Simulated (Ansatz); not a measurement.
# C3H9Si: the cost of one run

Program: Ansatz 0.2.0. Level of theory: UKS PBE-D4/STO-3G. These are calculated values, not measurements.

**1. The starting structure**

Bond lengths: C2–C3 1.484 Å, C2–C4 1.484 Å, C3–C4 1.504 Å, C2–H6 1.076 Å, C3–H7 1.082 Å, C3–H8 1.080 Å, C4–H9 1.082 Å, C4–H10 1.080 Å, Si5–H11 1.453 Å, Si5–H12 1.454 Å, Si5–H13 1.454 Å. Angles (14 of 18 angles, heavy atoms first): C2–C3–C4 59.6°, C3–C2–C4 60.9°, C2–C4–C3 59.6°, C2–C3–H7 118.8°, C2–C3–H8 118.6°, C4–C3–H7 118.6°, C4–C3–H8 118.1°, C3–C2–H6 122.0°, C4–C2–H6 122.0°, C2–C4–H9 118.9°, C2–C4–H10 118.5°, C3–C4–H9 118.7°, C3–C4–H10 117.9°, H7–C3–H8 113.3°.

As a file:

```xyz
13

H    -0.2436    0.7274   -0.2291
C    -0.4162   -0.0714    0.8964
C     0.7297   -0.9380    1.2686
C    -0.5087   -1.5333    0.6580
Si    0.0786    1.7102   -1.7930
H    -1.0191    0.4252    1.6368
H     0.9277   -1.1173    2.3171
H     1.6250   -0.8994    0.6659
H    -1.1633   -2.1253    1.2834
H    -0.4480   -1.8942   -0.3582
H    -0.6957    2.9327   -1.6629
H     1.5149    1.9367   -1.8148
H    -0.3813    0.8468   -2.8681
```

**2. Run 1**

150 steps of 0.5 fs at constant energy, with velocities drawn for 600 K.

input.yaml

```yaml
crystal:
  periodic: [false, false, false]
  atoms:
    - { symbol: H, position_ang: [-0.2436, 0.7274, -0.2291] }
    - { symbol: C, position_ang: [-0.4162, -0.0714, 0.8964] }
    - { symbol: C, position_ang: [0.7297, -0.938, 1.2686] }
    - { symbol: C, position_ang: [-0.5087, -1.5333, 0.658] }
    - { symbol: Si, position_ang: [0.0786, 1.7102, -1.793] }
    - { symbol: H, position_ang: [-1.0191, 0.4252, 1.6368] }
    - { symbol: H, position_ang: [0.9277, -1.1173, 2.3171] }
    - { symbol: H, position_ang: [1.625, -0.8994, 0.6659] }
    - { symbol: H, position_ang: [-1.1633, -2.1253, 1.2834] }
    - { symbol: H, position_ang: [-0.448, -1.8942, -0.3582] }
    - { symbol: H, position_ang: [-0.6957, 2.9327, -1.6629] }
    - { symbol: H, position_ang: [1.5149, 1.9367, -1.8148] }
    - { symbol: H, position_ang: [-0.3813, 0.8468, -2.8681] }
magnetization:
  spin_polarized: true
  initial_magnetization: 1
basis:
  gaussian: { orbitals: STO-3G }
hamiltonian:
  xc: pbe
  dispersion: d4
md:
  timestep: 0.5
  n_steps: 150
  ensemble: nve
  temperature: 600.0
  initial_velocities: maxwell_boltzmann
  seed: 898188
```

Launch:

```
ansatz run input.yaml --threads 1 --pin off --max-ram 2048MiB --backend cpu --events-out ev --progress --plain --runs-dir out
```

Q: Estimate wall time and peak memory on 1 thread of Arm Neoverse N1, shared host.

About 12 min, with a peak of 0.12 GiB.
